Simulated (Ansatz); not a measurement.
# CdSe, space group F-43m: a relaxation of cell and ions

Computed with the Ansatz DFT code, driven from Python.

Typed at the interpreter:
```pycon
>>> import ansatz as az
>>> from ase import Atoms
>>> from ase.io import write
>>> from ase.neighborlist import neighbor_list
>>> import numpy as np
>>> def edges_and_angles(cell):
...     cell = np.asarray(cell)
...     a, b, c = np.linalg.norm(cell, axis=1)
...     cosines = cell[1] @ cell[2] / (b * c), cell[0] @ cell[2] / (a * c), cell[0] @ cell[1] / (a * b)
...     return (a, b, c, *np.degrees(np.arccos(cosines)))
...
>>> lattice = az.Lattice.of(
...     (0.0, 3.07027, 3.07027),
...     (3.07027, 0.0, 3.07027),
...     (3.07027, 3.07027, 0.0),
... )
>>> sites = [
...     ('Cd', (0.0, 0.0, 0.0)),
...     ('Se', (0.75, 0.75, 0.75)),
... ]
>>> cell = az.Crystal(lattice=lattice)
>>> for symbol, position in sites:
...     cell = cell.atom(symbol, position)
...
>>> len(cell.resolved().sites)
2
>>> # every cell quantity that the symmetry leaves free
>>> calc = cell.calculation().basis(470).functional('pbe').kpoints(6, 6, 6).occupations('Fixed').relax(cell=True)
>>> steps = []
>>> def collect(event):
...     if event['event'] == 'relax_step':
...         steps.append(event['data'])
...
>>> outcome = calc.session().plan().execute(on_event=collect)
>>> summary = outcome.report
>>> summary['kweights']
[0.004629629629629629, 0.037037037037037035, 0.037037037037037035, 0.018518518518518517, 0.027777777777777776, 0.1111111111111111, 0.1111111111111111, 0.1111111111111111, 0.05555555555555555, 0.027777777777777776, 0.1111111111111111, 0.05555555555555555, 0.013888888888888888, 0.1111111111111111, 0.1111111111111111, 0.05555555555555555]
>>> summary['published_state_doubts']
[]
>>> print('step   energy (eV)     max comp. (eV/A)   P (GPa)  SCF')
step   energy (eV)     max comp. (eV/A)   P (GPa)  SCF
>>> for s in steps:
...     print(f'{s["step"]:4d} {s["lagrangian_ev"]:15.5f} {s["allowed_force_max_ev_ang"]:12.4f} {s["pressure_gpa"]:10.3f} {s["n_scf"]:5d}')
...
   1    -13724.78811       0.0000      1.295     6
   2    -13724.79362       0.0000     -0.325     6
   3    -13724.79412       0.0000     -0.016     4
   4    -13724.79439       0.0000     -0.013     6
>>> first, last = steps[0], steps[-1]
>>> symbols = [site.symbol for site in outcome.lattice.sites]
>>> print(f'energy gained {first["lagrangian_ev"] - last["lagrangian_ev"]:.4f} eV in {len(steps) - 1} steps')
energy gained 0.0063 eV in 3 steps
>>> for label, vectors in (('before', first['cell_ang']), ('after', outcome.lattice.cell_ang)):
...     print(label, 'a b c (A) {:.4f} {:.4f} {:.4f}  angles {:.2f} {:.2f} {:.2f}'.format(*edges_and_angles(vectors)), f' V = {abs(np.linalg.det(vectors)):.3f} A^3')
...
before a b c (A) 4.3420 4.3420 4.3420  angles 60.00 60.00 60.00  V = 57.884 A^3
after a b c (A) 4.3819 4.3819 4.3819  angles 60.00 60.00 60.00  V = 59.492 A^3
>>> print('final stress xx yy zz (GPa, compression positive):', np.round(np.diag(summary['stress_gpa']), 3) + 0.0)
final stress xx yy zz (GPa, compression positive): [-0.013 -0.013 -0.013]
>>> print('relaxed fractional positions')
relaxed fractional positions
>>> for site in outcome.lattice.sites:
...     print(f'  {site.symbol:2s}', ' '.join(f'{v % 1:8.5f}' for v in np.round(site.position_frac, 5)))
...
  Cd  0.00000  0.00000  0.00000
  Se  0.75000  0.75000  0.75000
>>> relaxed = Atoms(symbols, positions=[site.position_ang for site in outcome.lattice.sites], cell=outcome.lattice.cell_ang, pbc=True)
>>> write('relaxed.cif', relaxed, format='cif')
>>> print('atom   start x y z (A)              end x y z (A)')
atom   start x y z (A)              end x y z (A)
>>> for symbol, a, b in zip(symbols, first['positions_ang'], last['positions_ang']):
...     print(f'{symbol:3s}', ' '.join(f'{v:8.4f}' for v in a), '  ', ' '.join(f'{v:8.4f}' for v in b))
...
Cd    0.0000   0.0000   0.0000     -0.0000  -0.0000   0.0000
Se    4.6054   4.6054   4.6054      4.6477   4.6477   4.6477
>>> final = Atoms(symbols, positions=last['positions_ang'], cell=outcome.lattice.cell_ang, pbc=True)
>>> i, j, d = neighbor_list('ijd', final, 4.5)
>>> print('neighbours within 1.2 times the shortest distance of each atom (A)')
neighbours within 1.2 times the shortest distance of each atom (A)
>>> for atom in range(len(final)):
...     near = [m for m in np.argsort(d) if i[m] == atom]
...     shell = [m for m in near if d[m] < 1.2 * d[near[0]]]
...     print(f'{symbols[atom]}{atom} ({len(shell)}):', ', '.join(f'{symbols[j[m]]} {d[m]:.3f}' for m in shell))
...
Cd0 (4): Se 2.683, Se 2.683, Se 2.683, Se 2.683
Se1 (4): Cd 2.683, Cd 2.683, Cd 2.683, Cd 2.683
>>> print(f'free energy      {summary["free_energy_ev"]:.5f} eV')
free energy      -13724.79439 eV
>>> print(f'per atom         {summary["free_energy_ev"] / len(outcome.lattice.sites):.5f} eV')
per atom         -6862.39719 eV
>>> print(f'SCF iterations   {summary["n_iterations"]}  (converged: {summary["converged"]})')
SCF iterations   6  (converged: True)
```

`relaxed.cif`, as written:
```cif
data_image0
_chemical_formula_structural       CdSe
_chemical_formula_sum              "Cd1 Se1"
_cell_length_a       4.3818594456915045
_cell_length_b       4.3818594456915045
_cell_length_c       4.3818594456915045
_cell_angle_alpha    59.99999999999999
_cell_angle_beta     59.99999999999999
_cell_angle_gamma    59.99999999999999

_space_group_name_H-M_alt    "P 1"
_space_group_IT_number       1

loop_
  _space_group_symop_operation_xyz
  'x, y, z'

loop_
  _atom_site_type_symbol
  _atom_site_label
  _atom_site_symmetry_multiplicity
  _atom_site_fract_x
  _atom_site_fract_y
  _atom_site_fract_z
  _atom_site_occupancy
  Cd  Cd1       1.0  9.200159112286364e-34  0.0  0.0  1.0000
  Se  Se1       1.0  0.75  0.75  0.75  1.0000
```

Caveats:
- Absolute energies stand on the zero of these potentials, so only differences at equal settings mean something.
- Forces vanish by symmetry, so the ions can't move, and the end may be a saddle.
- Under fixed occupations the level called the Fermi level is the highest filled one on the SCF mesh; off the mesh a filled band can lie a little above it.
- Energies along a relaxation are free energies. Rows at an unchanged volume are solved on a plane-wave basis chosen afresh for that cell, so the energy can jump there; the script counts such rows among its steps.
- Edges and angles are those of the cell as typed, here a primitive one, not of the conventional cell.
- The structure comes from a database of computed cells and needn't be a stable or known phase.
- Hardware and time: 7.7 s on 1 thread of Intel(R) Xeon(R) 6975P-C (Granite Rapids), with other jobs on the host, peak memory 0.48 GiB.
